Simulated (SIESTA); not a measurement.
## SnTe3 under changes of volume

One of the cells (28.783 Å³/atom); the others are scaled copies at fixed shape and fractional positions:

```
Te Sn
1.0
     0.00000    3.86122    3.86122
     3.86122    0.00000    3.86122
     3.86122    3.86122    0.00000
Te Sn
3 1
Cartesian
  3.8612 3.8612 3.8612
  5.7918 5.7918 5.7918
  1.9306 1.9306 1.9306
  0.0000 0.0000 0.0000
```

The cell comes from a database or a generator and needn't be the stable form of this composition.

| Property | Result |
| --- | --- |
| Program | SIESTA 5.4.2 |
| Functional | LDA |
| Potentials or basis | PseudoDojo 0.4 standard (LDA files) |
| Basis | DZP (energy shift 0.003 Ry; two zetas on semicore shells) |
| Grid cutoff | 500 Ry |
| Energy shift | 0.003 Ry |
| k mesh | 6 × 6 × 6 |
| Occupations | fermi-dirac, width 0.05 eV |
| Spin | no spin polarisation |

```tsv
volume (Å³/atom)	energy over the lowest point (meV/atom)	pressure (GPa)
27.056	?	?
27.632	0.00	-0.4
28.208	3.31	-1.6
28.783	10.79	-2.7
29.359	21.85	-3.6
29.935	36.01	-4.4
30.510	53.21	-5.2
```

Problem. What does the run at 27.056 Å³/atom give?

Solution. Energy over the lowest point 1.12 meV/atom; pressure 0.9 GPa.

Worked out: A Birch-Murnaghan fit of order 3 (a polynomial in V^(-2/3)) to the other rows has its minimum at 27.48 Å³/atom, just outside them, with B0 = V·E''(V) = 62 GPa and B' = 4.5. It gives 1.16 meV/atom at 27.056 Å³/atom, against the run's 1.12, and -dE/dV = 1.0 GPa, against 0.9.

Energies are extrapolated to zero smearing.

Caveats: the basis of atomic orbitals isn't converged, which shifts pressures, moduli and gaps.
